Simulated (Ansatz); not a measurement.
# Ca5Ti2N6: the cost of one run

Method: DFT, PBE, plane-wave PAW, default files, scalar-relativistic, as far as a step names no other, in Ansatz 0.2.0.

## Step 1: The structure to begin with

Symmetry: C2/c, No. 15, monoclinic system. Conventional cell: a = 10.306 Å, b = 6.554 Å, c = 12.896 Å, α = 90.00°, β = 103.60°, γ = 90.00°. Ca (site symmetry 1) is surrounded by 3 N at 2.38 to 2.55 Å. Around Ca (site symmetry 1) lie 5 N at 2.40 to 2.61 Å. Ca (site symmetry 2) is surrounded by 6 N at 2.47 to 2.80 Å. Ti (site symmetry 1) has 4 N at 1.90 to 1.96 Å as nearest neighbours. Around N (site symmetry 1) lie 1 Ti at 1.90 Å and 4 Ca at 2.38 to 2.61 Å. Around N (site symmetry 1) lie 1 Ti at 1.93 Å and 4 Ca at 2.46 to 2.54 Å. N (site symmetry 1) is surrounded by 2 Ti at 1.94 to 1.96 Å and 2 Ca at 2.52 to 2.66 Å.

Coordinates:

```
Ca Ti N
1.0
     5.15285   -3.27696    0.00000
     5.15285    3.27696    0.00000
    -3.03298    0.00000   12.53446
Ca Ti N
10 4 12
Direct
  0.28330 0.77284 0.00733
  0.22716 0.71670 0.49267
  0.71670 0.22716 0.99267
  0.77284 0.28330 0.50733
  0.30423 0.00887 0.72567
  0.99113 0.69577 0.77433
  0.69577 0.99113 0.27433
  0.00887 0.30423 0.22567
  0.65791 0.34209 0.75000
  0.34209 0.65791 0.25000
  0.68489 0.86386 0.56844
  0.13614 0.31511 0.93156
  0.31511 0.13614 0.43156
  0.86386 0.68489 0.06844
  0.96058 0.93992 0.62379
  0.06008 0.03942 0.87621
  0.03942 0.06008 0.37621
  0.93992 0.96058 0.12379
  0.64204 0.64282 0.64258
  0.35718 0.35796 0.85742
  0.35796 0.35718 0.35742
  0.64282 0.64204 0.14258
  0.40632 0.17329 0.58615
  0.82671 0.59368 0.91385
  0.59368 0.82671 0.41385
  0.17329 0.40632 0.08615
```

## Step 2: First run, atoms as given

File input.yaml:

```yaml
crystal:
  lattice:
    - [5.1528461704, -3.2769566247, 0.0]
    - [5.1528461704, 3.2769566247, 0.0]
    - [-3.0329799949, 0.0, 12.5344605928]
  atoms:
    - { symbol: Ca, position: [0.28329898, 0.77284026, 0.00733459] }
    - { symbol: Ca, position: [0.22715974, 0.71670102, 0.49266541] }
    - { symbol: Ca, position: [0.71670102, 0.22715974, 0.99266541] }
    - { symbol: Ca, position: [0.77284026, 0.28329898, 0.50733459] }
    - { symbol: Ca, position: [0.30423062, 0.00886702, 0.72567284] }
    - { symbol: Ca, position: [0.99113298, 0.69576938, 0.77432716] }
    - { symbol: Ca, position: [0.69576938, 0.99113298, 0.27432716] }
    - { symbol: Ca, position: [0.00886702, 0.30423062, 0.22567284] }
    - { symbol: Ca, position: [0.65791497, 0.34208503, 0.75] }
    - { symbol: Ca, position: [0.34208503, 0.65791497, 0.25] }
    - { symbol: Ti, position: [0.68489394, 0.86386425, 0.56843729] }
    - { symbol: Ti, position: [0.13613575, 0.31510606, 0.93156271] }
    - { symbol: Ti, position: [0.31510606, 0.13613575, 0.43156271] }
    - { symbol: Ti, position: [0.86386425, 0.68489394, 0.06843729] }
    - { symbol: "N", position: [0.96057667, 0.93991739, 0.62378675] }
    - { symbol: "N", position: [0.06008261, 0.03942333, 0.87621325] }
    - { symbol: "N", position: [0.03942333, 0.06008261, 0.37621325] }
    - { symbol: "N", position: [0.93991739, 0.96057667, 0.12378675] }
    - { symbol: "N", position: [0.64204119, 0.6428154, 0.64257691] }
    - { symbol: "N", position: [0.3571846, 0.35795881, 0.85742309] }
    - { symbol: "N", position: [0.35795881, 0.3571846, 0.35742309] }
    - { symbol: "N", position: [0.6428154, 0.64204119, 0.14257691] }
    - { symbol: "N", position: [0.40632417, 0.17329496, 0.5861461] }
    - { symbol: "N", position: [0.82670504, 0.59367583, 0.9138539] }
    - { symbol: "N", position: [0.59367583, 0.82670504, 0.4138539] }
    - { symbol: "N", position: [0.17329496, 0.40632417, 0.0861461] }
kpoints:
  mp_grid: { grid: [5, 5, 3] }
scf:
  occupations: { method: fermi_dirac, width: 0.02 }
hamiltonian:
  xc: pbe
  pseudopotentials: { kind: paw }
output:
  forces: true
  stress: true
  populations: true
  efg:
    quadrupole_moments_barn: { Ca: -0.0408, Ti: 0.247, "N": 0.02044 }
    contact_densities: true
```

Launch:

```console
> ansatz run input.yaml --threads 1 --pin off --max-ram 2560MiB --backend cpu --events-out ev --progress --plain --runs-dir out
```

Q: Estimate wall time and peak memory on 1 thread of Arm Neoverse V2, shared host.

About 2 min, with a peak of 1.3 GiB.
